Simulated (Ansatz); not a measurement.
# SnH2Cl radical: up Jacob's ladder to CCSD(T)

An exercise on one series of results from a longer session: the logs are not shown, and one member is left open.

Program: Ansatz 0.2.0, Gaussian basis. Level of theory: functionals in def2-TZVPP, the program's frozen cores in correlated methods. These are calculated values, not measurements.

The runs, in order: LDA (SPW92), PBE-D4, revPBE-D4, BLYP-D4, r2SCAN-D4, B97M-V, PBE0-D4, B3LYP-D4, r2SCANh-D4, r2SCAN0-D4, HSE06-D4, BHLYP-D4, CAM-B3LYP-D4, LC-ωPBE, ωB97X-V, ωB97M-V, B2PLYP, PBE-QIDH; CCSD(T)/def2-SVP; CCSD(T)/def2-TZVPP; MP2/def2-QZVPP; extrapolation to the limit; RPA on PBE.

### The relaxed structure

The geometry comes from an earlier relaxation with PBE0-D4 in a triple-zeta def2 set; it is a stationary point. Sn takes the def2 core potential; no spin-orbit term is included.

SMILES `[Cl][SnH2]`, 4 atoms, charge 0, spin multiplicity 2.

Atoms are counted from 1 here; the program's logs count them from 0.

Bond lengths: Cl1–Sn2 2.343 Å, Sn2–H3 1.723 Å, Sn2–H4 1.723 Å. Angles: Cl1–Sn2–H3 105.0°, Cl1–Sn2–H4 105.0°, H3–Sn2–H4 111.9°.

As a file:

```
Cl   -1.8826    0.3984   -0.5850
Sn    0.3800   -0.1796   -0.3971
H     0.4125   -1.5000    0.7096
H     1.1455    1.2210    0.2521
```

The first run:

Input file in.yaml:

```yaml
crystal:
  periodic: [false, false, false]
  atoms:
    - {symbol: Cl, position_ang: [-1.882577, 0.398354, -0.584972]}
    - {symbol: Sn, position_ang: [0.379967, -0.179589, -0.397055]}
    - {symbol: H, position_ang: [0.412472, -1.500016, 0.709616]}
    - {symbol: H, position_ang: [1.145538, 1.221050, 0.252111]}
basis:
  gaussian: {orbitals: def2-TZVPP}
magnetization: {spin_polarized: true, initial_magnetization: 1}
hamiltonian: {xc: lda}
output: {orbitals: {seedname: orbitals}}
```

Steps of the session up to this table: LDA; PBE-D4 (GGA); revPBE-D4 (GGA); BLYP-D4 (GGA); r2SCAN-D4 (meta-GGA); B97M-V (meta-GGA); PBE0-D4 (hybrid); B3LYP-D4 (hybrid); r2SCANh-D4 (hybrid); r2SCAN0-D4 (hybrid); HSE06-D4 (hybrid); BHLYP-D4 (hybrid); CAM-B3LYP-D4 (range-separated); LC-ωPBE-D4 (range-separated; the results give it without D4); ωB97X-V (range-separated); ωB97M-V (range-separated); B2PLYP (double hybrid); PBE-QIDH (double hybrid).

One of the session's tables, all rows but one given; the rest of the session is left out.

It belongs to the step «Frontier levels by functional». 

```
  functional  HOMO (eV)  LUMO (eV)  gap (eV)
 LDA (SPW92)      -5.59      -4.82      0.77
      PBE-D4          ?          ?         ?
   revPBE-D4      -5.52      -4.38      1.14
     BLYP-D4      -5.38      -4.54      0.84
   r2SCAN-D4      -5.93      -4.18      1.75
      B97M-V      -5.74      -4.71      1.03
     PBE0-D4      -6.63      -3.65      2.98
    B3LYP-D4      -6.39      -4.05      2.35
  r2SCANh-D4      -6.32      -3.88      2.45
  r2SCAN0-D4      -6.91      -3.43      3.49
    HSE06-D4      -6.24      -4.02      2.22
    BHLYP-D4      -7.55      -2.91      4.63
CAM-B3LYP-D4      -7.84      -2.80      5.04
     LC-ωPBE      -9.19      -1.41      7.78
     ωB97X-V      -8.73      -1.81      6.92
     ωB97M-V      -8.64      -1.93      6.71
```

**Question.** Estimate the row for PBE-D4.

**Answer.** HOMO (eV): -5.55; LUMO (eV): -4.50; gap (eV): 1.04. In the column «HOMO (eV)» it lies between LDA (SPW92) (-5.59) and revPBE-D4 (-5.52).
